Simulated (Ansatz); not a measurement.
Consider the interaction energy of a dimer with the counterpoise correction of Br₂ (the Python package of Ansatz (0.2.0)).

Script `run_dimer.py`:
```python
"""Binding of a Br2 dimer at a trial geometry."""

import ansatz as az

FIRST = [
    ("Br", (0.9731, -0.3254, 0.4986)),
    ("Br", (-0.9731, 0.3254, -0.4986)),
]
SECOND = [
    ("Br", (-2.0418, 2.8277, 3.9014)),
    ("Br", (-1.0571, 3.1663, 1.8712)),
]

def energy(atoms, ghosts=()):
    molecule = az.Crystal.molecule()
    for symbol, xyz in atoms:
        molecule = molecule.atom(symbol, xyz)
    calc = (
        molecule.calculation()
        .basis(gaussian="def2-SVP")
        .correlation("mp2")
    )
    deck = calc.input()
    if ghosts:
        deck = deck.set(az.key.basis.gaussian.ghost_atoms, [{"symbol": s, "position_ang": list(xyz)} for s, xyz in ghosts])
    return az.Session.from_dict(deck).plan().execute().report["free_energy_ev"]


def main() -> None:
    # ghost atoms carry the functions of the partner
    both = energy(FIRST + SECOND)
    alone = energy(FIRST) + energy(SECOND)
    ghosted = energy(FIRST, SECOND) + energy(SECOND, FIRST)
    print(f"dimer {both:.6f} eV")
    print(f"interaction, uncorrected   {96.485332 * (both - alone):8.3f} kJ/mol")
    print(f"interaction, counterpoise  {96.485332 * (both - ghosted):8.3f} kJ/mol")
    print(f"basis-set superposition    {96.485332 * (alone - ghosted):8.3f} kJ/mol")


if __name__ == "__main__":
    main()
```

How large is the interaction at this pose, and how much of it is basis-set superposition?

Uncorrected it is -1.470 kJ/mol, with the counterpoise correction 2.221 kJ/mol; the difference, 3.69 kJ/mol, is the superposition error. The sign changes with the correction, so this basis doesn't settle it.

What the script printed:

Running `python run_dimer.py` prints:
```text
dimer -279985.811537 eV
interaction, uncorrected     -1.470 kJ/mol
interaction, counterpoise     2.221 kJ/mol
basis-set superposition       3.691 kJ/mol
```

Caveats:
- Total energies depend on the basis set; only differences at equal settings carry meaning.
- The dimer is a generated trial pose of unrelaxed monomers, not a minimum, so the figure is no binding energy, and the basis set is small.
- Run time: 24 s on 1 thread of Arm Neoverse V1, with other jobs on the host, peak memory 0.58 GiB.
